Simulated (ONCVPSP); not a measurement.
# Germanium: generating and testing an ONCV potential

Aim: build the potential from the settings below, then test how well it stands in for the atom: other configurations, scattering, ghost states and the plane-wave cutoff that it needs.

Method: ONCVPSP 4.0.1.1 (patched build), PBE, scalar-relativistic.

### Step 1. The design

Typed settings, in words:

- element: germanium (Ge, Z = 32)
- type: optimised norm-conserving Vanderbilt (ONCV)
- frozen core: [Ne]
- valence charge: 22
- reference configuration: 3s2 3p6 3d10 4s2 4p2
- partial waves: 3s+4s: rc 0.95 bohr, ncon 4, nbas 8, qcut 10.8 1/bohr, 2 projectors; 3p+4p: rc 1.25 bohr, ncon 3, nbas 6, qcut 11.7 1/bohr, 2 projectors; 3d: rc 0.85 bohr, ncon 5, nbas 9, qcut 18 1/bohr, 3 projectors, debl 1 Ha
- local potential: polynomial inside 0.70 bohr (lpopt 5, dvloc0 4 Ha)
- core correction: Teter function fitted to the true core (icmod 2), fcfact 0.55

The outer shells as boxes (Hund's rule for the drawing; the calculation is spin-unpolarised):

```
[Ne] core
3s [↑↓]
3p [↑↓][↑↓][↑↓]
3d [↑↓][↑↓][↑↓][↑↓][↑↓]
4s [↑↓]
4p [↑ ][↑ ][  ]
```

### Step 2. The generation run

Ge.dat reads:

```
# ATOM AND REFERENCE CONFIGURATION
# atsym  z   nc   nv     iexc    psfile
  Ge 32.00    3    5        4      upf
#
#   n    l    f
    1    0    2.00
    2    0    2.00
    2    1    6.00
    3    0    2.00
    3    1    6.00
    3    2   10.00
    4    0    2.00
    4    1    2.00
#
# PSEUDOPOTENTIAL AND OPTIMIZATION
# lmax
    2
#
#   l,   rc,      ep,       ncon, nbas, qcut
    0    0.95    0.00    4    8   10.80
    1    1.25    0.00    3    6   11.70
    2    0.85    0.00    5    9   18.00
#
# LOCAL POTENTIAL
# lloc, lpopt,  rc(5),   dvloc0
    4    5    0.70    4.00
#
# VANDERBILT-KLEINMAN-BYLANDER PROJECTORs
# l, nproj, debl
    0    2    1.40
    1    2    3.10
    2    3    1.00
#
# MODEL CORE CHARGE
# icmod, fcfact, rcfact
    2    0.55    1.05
#
# LOG DERIVATIVE ANALYSIS
# epsh1, epsh2, depsh
   -8.00    5.00    0.04
#
# OUTPUT GRID
# rlmax, drl
    6.00    0.01
#
# TEST CONFIGURATIONS
# ncnf
    4
# nvcnf
#   n    l    f
    5
    3    0    2.00
    3    1    6.00
    3    2   10.00
    4    0    2.00
    4    1    1.00
#
    5
    3    0    2.00
    3    1    6.00
    3    2   10.00
    4    0    2.00
    4    1    0.00
#
    5
    3    0    2.00
    3    1    6.00
    3    2   10.00
    4    0    1.00
    4    1    0.00
#
    5
    3    0    2.00
    3    1    6.00
    3    2   10.00
    4    0    0.00
    4    1    4.00
#
```

The run is started by

```console
oncvpsp.x < Ge.dat > Ge.out
```

Q: Predict the outcome of this session. Wanted: cutoffs for 1 and 0.1 mHa per electron, occupied waves; bound ghosts; GHOST(+) flags; largest test error; largest phase difference near zero energy, channels read; rms error of d²Exc/dn², without and with the model core; projector energies reset by the program.

The runs gave:

| quantity | value |
| --- | --- |
| cutoffs for 1 and 0.1 mHa per electron, occupied waves | 142 Ha and 159 Ha |
| bound ghosts | none found |
| GHOST(+) flags | d at 6456 eV |
| largest test error (AE − PS) | -4.8 meV, for 3s2 3p6 3d10 4s1 4p0 |
| largest phase difference near zero energy, channels read | 0.000 rad |
| rms error of d²Exc/dn², without and with the model core | 1.84 and 1.59 mHa |
| projector energies reset by the program | d: -1.077, 0.250, 1.250 Ha |

The worst unpolarised test, 3s2 3p6 3d10 4s1 4p0, is off by 4.8 meV on 57.7 eV; by total energies transferability rates as very good. By its cutoff, 142 Ha for the looser tolerance, it is very hard. At the looser tolerance the 3d wave is the slowest; 3s needs 50 Ha. The program's ghost test flags no bound state. Near zero energy the phases of the channels with partial waves agree within 0.001 rad. The program also flags highly localised states, GHOST(+) (d). These are tests on the free atom; a crystal test is still owed.
